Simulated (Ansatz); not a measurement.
# C₃H₄OSi, SMILES O=C=C=C[SiH3]: a rigid torsion scan

Program: Ansatz 0.2.0 through its Python package.

The cells in order, each with its output:

```python
import warnings

import ansatz as az
from ase import Atoms

warnings.simplefilter("ignore", az.DeckWarning)

atoms = Atoms(["O", "C", "C", "C", "Si", "H", "H", "H", "H"], positions=[
    (2.5372, -2.4873, -0.0381),
    (1.814, -1.4855, -0.1537),
    (1.0961, -0.5009, -0.2704),
    (0.4616, 0.5707, -0.3747),
    (-1.3044, 0.5731, 0.2608),
    (0.7566, 1.4717, -0.8547),
    (-1.8947, 1.9063, 0.02),
    (-2.084, -0.4494, -0.3902),
    (-1.294, 0.3549, 1.7839),
])
```

```python
# start the scan from a relaxed geometry
first = (
    az.Crystal.molecule_from_ase(atoms).calculation()
    .basis(gaussian="cc-pVDZ")  # the orbital basis, by name
    .functional("CAM-B3LYP")
    .relax(force_tolerance=0.02, max_steps=80)
)
atoms.positions = first.run(threads=1).report["positions_ang"]
```

```python
start = atoms.get_dihedral(2, 3, 4, 6)
energies = {}
for turn in range(0, 121, 15):
    turned = atoms.copy()
    turned.set_dihedral(2, 3, 4, 6, start + turn, indices=[4, 6, 7, 8])
    job = (
        az.Crystal.molecule_from_ase(turned).calculation()
        .basis(gaussian="cc-pVDZ")
        .functional("CAM-B3LYP")
    )
    energies[round((start + turn) % 360)] = job.run(threads=1).report["free_energy_ev"]
floor = min(energies.values())
print("dihedral C2-C3-Si4-H6 (deg)   E - E(min) (eV)")
for angle, e in sorted(energies.items()):
    print(f"{angle:8d} {(e - floor):14.3f}  " + "#" * int(30 * (e - floor) / max(max(energies.values()) - floor, 1e-9)))
```

    dihedral C2-C3-Si4-H6 (deg)   E - E(min) (eV)
         240          0.000
         255          0.005  ####
         270          0.016  ##############
         285          0.028  #########################
         300          0.033  ##############################
         315          0.030  ##########################
         330          0.020  #################
         345          0.009  ########
         360          0.005  ####

The scan is rigid and the energies are electronic, in a modest basis. With rigid groups the curve can differ much from the relaxed path, the start wasn't checked as a minimum of this torsion, and equivalent turns needn't return to the same energy. Wall time of the script: 2.1 min on 1 thread of Intel(R) Xeon(R) Processor @ 2.30GHz, with other jobs on the host, peak memory 0.34 GiB.
